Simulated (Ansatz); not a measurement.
Task: a comparison of enthalpies under pressure of two structures of CsH, with Ansatz 0.2.0, Python API. Give the script and its output. Use (first run): PBEsol, PAW, cutoff 470 eV, Gaussian smearing of 0.02 eV.

The script, `csh_transition.py`:
```python
"""Pressure at which two phases of CsH cross."""

import warnings

import ansatz as az
import numpy as np


def rocksalt(first, second, a):
    return az.Crystal.rocksalt(first, second, a=a)


def wurtzite(A, B, a):
    return (
        az.Lattice.from_parameters(a, a, 1.633 * a, alpha=90, beta=90, gamma=120)
        .space_group(186)
        .atom(A, (1 / 3, 2 / 3, 0))
        .atom(B, (1 / 3, 2 / 3, 0.375))
    )


def run_phase(name, crystal, pressure=0.0):
    calc = crystal.calculation()
    calc = calc.functional("PBEsol")
    calc = calc.basis(470)
    calc = calc.scf(max_iterations=95)
    calc = calc.kpoints(spacing=0.3)
    calc = calc.occupations("gaussian", width=0.02)
    calc = calc.relax(force_tolerance=0.03, max_steps=30, cell=True, pressure=pressure)
    return calc.run(threads=1, backend="cpu")


def volume_per_atom(outcome):
    return abs(np.linalg.det(outcome.lattice.cell_ang)) / len(outcome.lattice.sites)


def main() -> None:
    warnings.simplefilter("ignore", az.DeckWarning)

    phases = {}
    phases["rocksalt"] = rocksalt("Cs", "H", 6.21)
    phases["wurtzite"] = wurtzite("Cs", "H", 4.69)

    # enthalpy per atom at each pressure
    pressures = [0, 5, 10, 20]
    enthalpy, volume = {name: [] for name in phases}, {name: [] for name in phases}
    for p in pressures:
        for name, crystal in phases.items():
            o = run_phase(name, crystal, pressure=p)
            volume[name].append(volume_per_atom(o))
            enthalpy[name].append(o.report["energy_sigma0_ev"] / len(o.lattice.sites) + p * volume[name][-1] / 160.21766)
    gap = np.array(enthalpy["wurtzite"]) - np.array(enthalpy["rocksalt"])
    rows = [(p, va, vb, 1000 * d) for p, va, vb, d in zip(pressures, volume["rocksalt"], volume["wurtzite"], gap)]
    print("   P (GPa)  V rocksalt (A^3/atom)  V wurtzite (A^3/atom)  H(wurtzite) - H(rocksalt) (meV/atom)")
    for row in rows:
        print(f"{row[0]:10d}  {row[1]:21.3f}  {row[2]:21.3f}  {row[3]:+36.1f}")
    crossings = [p0 - g0 * (p1 - p0) / (g1 - g0) for p0, p1, g0, g1 in zip(pressures, pressures[1:], gap, gap[1:]) if g0 * g1 < 0]
    print("crossing near", [round(float(p), 1) for p in crossings], "GPa") if crossings else print("no crossing in this range")


if __name__ == "__main__":
    main()
```

```console
$ python csh_transition.py
   P (GPa)  V rocksalt (A^3/atom)  V wurtzite (A^3/atom)  H(wurtzite) - H(rocksalt) (meV/atom)
         0                 30.565                 36.659                                 +32.0
         5                 22.853                 25.922                                +162.0
        10                 19.626                 21.758                                +241.3
        20                 16.303                 17.636                                +345.6
no crossing in this range
```

At a fixed pressure a relaxation lowers the enthalpy F + PV, while F alone can rise. Only these two structures are compared, at zero temperature and with their symmetry kept; either may be hypothetical, and another phase may be lower than both. Differences under 10 to 15 meV an atom lie within the error of mesh and functional. The cells are prototypes set up for this calculation and needn't exist. Wall time of the script: 2.7 min on 1 thread of Arm Neoverse V1, with other jobs on the host, peak memory 0.5 GiB.
